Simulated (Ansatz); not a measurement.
# AlH4NO2: basis-set convergence

How large a basis does AlH4NO2 need? Two functionals are run in growing sets.

Computed with Ansatz 0.2.0, Gaussian basis. Level: one geometry, several basis sets.

Plan: PBE0-D4/def2-SVP; ωB97M-V/def2-SVP; PBE0-D4/def2-QZVPP; ωB97M-V/def2-QZVPP; the functionals' def2-TZVPP values are taken from earlier runs.

## Step 1: The relaxed structure

All runs share one geometry, relaxed beforehand with PBE0-D4 in a triple-zeta def2 set.

8 atoms, charge 0, spin multiplicity 1.

Atoms are counted from 1 here; the program's logs count them from 0.

Bond lengths: N1–Al2 1.760 Å, N1–H5 1.005 Å, N1–H6 1.006 Å, Al2–O3 1.695 Å, Al2–O4 1.692 Å, O3–H7 0.954 Å, O4–H8 0.955 Å. Angles: Al2–N1–H5 126.0°, Al2–N1–H6 123.5°, H5–N1–H6 110.5°, N1–Al2–O3 123.6°, N1–Al2–O4 117.6°, O3–Al2–O4 118.8°, Al2–O3–H7 124.8°, Al2–O4–H8 122.2°.

Coordinates:

```xyz
8
charge 0, multiplicity 1
N    -0.4534    1.3709    0.1590
Al    0.0219   -0.3143   -0.0152
O     1.5694   -0.8061   -0.5009
O    -1.1401   -1.4961    0.3242
H     0.1328    2.1700   -0.0090
H    -1.3726    1.6620    0.4477
H     2.2870   -0.2138   -0.7127
H    -0.9528   -2.4298    0.2512
```

## Step 2: PBE0-D4 in def2-SVP

in.yaml reads:

```yaml
crystal:
  periodic: [false, false, false]
  atoms:
    - {symbol: N, position_ang: [-0.453429, 1.370910, 0.159025]}
    - {symbol: Al, position_ang: [0.021873, -0.314298, -0.015219]}
    - {symbol: O, position_ang: [1.569448, -0.806071, -0.500936]}
    - {symbol: O, position_ang: [-1.140118, -1.496126, 0.324229]}
    - {symbol: H, position_ang: [0.132756, 2.170044, -0.009024]}
    - {symbol: H, position_ang: [-1.372578, 1.661963, 0.447701]}
    - {symbol: H, position_ang: [2.286991, -0.213761, -0.712702]}
    - {symbol: H, position_ang: [-0.952843, -2.429760, 0.251225]}
basis:
  gaussian: {orbitals: def2-SVP}
hamiltonian: {xc: pbe0, dispersion: d4}
output: {orbitals: {seedname: orbitals}}
```

Further steps of the session: ωB97M-V in def2-SVP; PBE0-D4 in def2-QZVPP; ωB97M-V in def2-QZVPP.

**Question.** What will the summary of the whole plan be? Wanted: PBE0-D4: double and triple zeta above quadruple; ωB97M-V: double and triple zeta above quadruple.

As calculated:

```
                                       quantity           value
PBE0-D4: double and triple zeta above quadruple  10.28, 0.59 eV
ωB97M-V: double and triple zeta above quadruple  10.42, 0.56 eV
```

In words: For PBE0-D4 the step from double to triple zeta gains 9.70 eV and the next only 0.59 eV. Total energies overstate the basis error of differences, where much of it tends to cancel. The LUMO of ωB97M-V is positive and keeps falling with the basis (1.75 to 0.90 eV): an unbound level that the basis holds in place.
